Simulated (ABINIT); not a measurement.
Crystal: RuW.

```
W Ru
1.0
     2.76681    0.00000    0.00000
    -1.38340    2.39613    0.00000
     0.00000    0.00000    4.46224
W Ru
1 1
Cartesian
  1.3834 0.7987 0.0000
  0.0000 0.0000 2.2311
```

The cell comes from a database or a generator and needn't be the stable form of this composition.

| Property | Result |
| --- | --- |
| Program | ABINIT 10.8.3 (patched build) |
| Task | relaxation of cell and atoms |
| Functional | PBE |
| Potentials or basis | JTH PAW PBE v2.0 |
| Cutoff | 435 eV |
| k mesh | 11 × 11 × 6 |
| Occupations | fermi-dirac, width 0.05 eV |
| Spin | no spin polarisation |

At the start: pressure 4.4 GPa; volume 14.79 Å³/atom.

**Question.** How do energy, volume and symmetry change on relaxing?

**Answer.** Over 5 steps the energy falls by 4.2 meV/atom and the volume is 15.00 Å³/atom (+1.4 %); space group P-6m2 (No. 187, to 0.05 Å).

Step by step:
```
step  energy change (eV)  largest force (eV/Å)  pressure (GPa)  volume (Å³)
   1              0.0000                0.0000            4.40        29.58
   2             -0.0075                0.0000            0.22        29.98
   3             -0.0082                0.0000           -0.23        30.03
   4             -0.0084                0.0000           -0.13        30.02
   5             -0.0084                0.0000           -0.02        30.01
```

Final structure:
```
CELL_PARAMETERS angstrom
2.78969 0.00000 0.00000
-1.39485 2.41594 0.00000
0.00000 0.00000 4.45256
ATOMIC_POSITIONS crystal
W 0.66667 0.33333 0.00000
Ru 0.00000 0.00000 0.50000
```
